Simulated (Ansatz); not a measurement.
# CH6O3Si: the cost of one run

Program: Ansatz 0.2.0. Level of theory: RKS B3LYP-D4/STO-3G. These are calculated values, not measurements.

**1. Starting point**

Bond lengths: Si1–O2 1.680 Å, O2–C3 1.420 Å, C3–H4 1.110 Å, C3–H5 1.110 Å, C3–H6 1.110 Å, Si1–O7 1.680 Å, O7–H8 1.010 Å, Si1–H9 1.459 Å, Si1–O10 1.679 Å, O10–H11 1.010 Å. Angles (14 of 15 angles, heavy atoms first): Si1–O2–C3 125.0°, O2–Si1–O7 109.4°, O2–Si1–O10 109.5°, O7–Si1–O10 109.5°, O2–Si1–H9 109.5°, O7–Si1–H9 109.5°, H9–Si1–O10 109.5°, O2–C3–H4 109.5°, O2–C3–H5 109.5°, O2–C3–H6 109.5°, Si1–O7–H8 109.5°, Si1–O10–H11 109.5°, H4–C3–H5 109.4°, H4–C3–H6 109.4°.

Coordinates:

```xyz
11

Si    0.0000    0.0000    0.0000
O     0.0000    0.0000    1.6800
C    -1.1112   -0.3437    2.4945
H    -1.8140   -0.9775    1.9143
H    -0.7584   -0.9037    3.3856
H    -1.6313    0.5809    2.8212
O     1.5842    0.0000   -0.5594
H     1.9006   -0.9521   -0.6761
H    -0.6877    1.1914   -0.4862
O    -0.7913   -1.3709   -0.5594
H    -1.2459   -1.8365    0.2129
```

**2. Preparing the start**

input.yaml reads:

```yaml
crystal:
  periodic: [false, false, false]
  atoms:
    - { symbol: Si, position_ang: [0.0, 0.0, 0.0] }
    - { symbol: O, position_ang: [0.0, 0.0, 1.68] }
    - { symbol: C, position_ang: [-1.1112, -0.3437, 2.4945] }
    - { symbol: H, position_ang: [-1.814, -0.9775, 1.9143] }
    - { symbol: H, position_ang: [-0.7584, -0.9037, 3.3856] }
    - { symbol: H, position_ang: [-1.6313, 0.5809, 2.8212] }
    - { symbol: O, position_ang: [1.5842, 0.0, -0.5594] }
    - { symbol: H, position_ang: [1.9006, -0.9521, -0.6761] }
    - { symbol: H, position_ang: [-0.6877, 1.1914, -0.4862] }
    - { symbol: O, position_ang: [-0.7913, -1.3709, -0.5594] }
    - { symbol: H, position_ang: [-1.2459, -1.8365, 0.2129] }
basis:
  gaussian: { orbitals: STO-3G }
hamiltonian:
  xc: b3lyp
  dispersion: d4
relax:
  f_tol: 0.02
  max_steps: 40
```

Launch:

```
$ ansatz run input.yaml --threads 1 --pin off --max-ram 2048MiB --backend cpu --events-out ev --progress --plain --runs-dir out
```

What time and memory should one allow on 1 thread of Arm Neoverse V2, shared host?

About 32 s, with a peak of 0.12 GiB.
